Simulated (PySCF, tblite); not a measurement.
# C3H7FNSi radical: geometry, infrared bands and EPR parameters

Aim: predict the infrared bands and EPR parameters of C3H7FNSi radical (`F[C@H]1[CH][SiH2]NC1`).

Programs: tblite 0.8.0 and PySCF 2.14.0, with density-fitted response routines of our own. Each step states its level of theory. These are calculated values for one molecule in the gas phase, unless marked as measured. Atoms are numbered from 0 throughout.

## Step 1: The molecule as given

13 atoms, charge 0, multiplicity 2; geometry from: force field or distance geometry start.

Bonds of the start (Å): F0–C1 1.40, C1–C2 1.54, C2–Si3 1.87, Si3–N4 1.80, N4–C5 1.47, C5–C1 1.51, C1–H6 1.09, C2–H7 1.12, Si3–H8 1.47, Si3–H9 1.44, N4–H10 1.03, C5–H11 1.10, C5–H12 1.09.

## Step 2: Relaxing the molecule with GFN2-xTB

The job: settings as JSON, then the geometry in Å.

```
{"job": {"kind": "relax", "xc": "GFN2-xTB", "basis": "xTB"}, "charge": 0, "multiplicity": 2}
F     -0.606400     0.261000     1.741100
C     -0.548300     0.941600     0.521500
C      0.933500     1.104600     0.152500
Si     1.319400    -0.718200    -0.011600
N     -0.366400    -1.304400    -0.275500
C     -1.029900    -0.021800    -0.531400
H     -1.086100     1.890200     0.557800
H      0.939400     1.516200    -0.890300
H      1.858800    -1.223800     1.261100
H      2.179600    -0.930900    -1.147500
H     -0.788200    -1.689600     0.581400
H     -2.117300    -0.185000    -0.481400
H     -0.692600     0.360700    -1.495400
```

The run is started by

```
$ OMP_NUM_THREADS=1 python probes_run.py task.json out
```

One launch serves the whole session: the jobs run in the order shown.

**Question.** This job is followed by: GFN2-xTB harmonic vibrations, gas phase; UKS B3LYP, pcH-1 on C F H N Si, non-relativistic, mean-field spin-orbit, GIAO. Predict these results of the whole session: strongest single infrared mode (GFN2-xTB); zero-point energy (GFN2-xTB); g(iso) (B3LYP); ⟨S²⟩; largest a(iso); surface potential, 1st and 99th percentile.

**Answer**, as computed:

| quantity | value |
| --- | --- |
| strongest single infrared mode (GFN2-xTB) | 2159 cm⁻¹, 392 km/mol |
| zero-point energy (GFN2-xTB) | 58.2 kcal/mol |
| g(iso) (B3LYP) | 2.00256 |
| ⟨S²⟩ | 0.754 (exact 0.75) |
| largest a(iso) | 1H on H6, 134.2 MHz |
| surface potential, 1st and 99th percentile | -1.10 V and 1.64 V |

**Reading.** Relaxing lowered the energy by 1.188 eV in 102 steps; the close pair that moved most is Si3–N4, from 1.804 to 1.726 Å. All 33 modes are real, so the xTB geometry is a minimum. The strongest single mode, at 2159 cm⁻¹, moves mainly H8. Unscaled tight-binding wavenumbers are off by several per cent, some by more. Its intensities can rank the bands wrongly. C2 carries the largest spin population, 1.00 e. The isotropic g lies 0.2 ppt above the free-electron value.
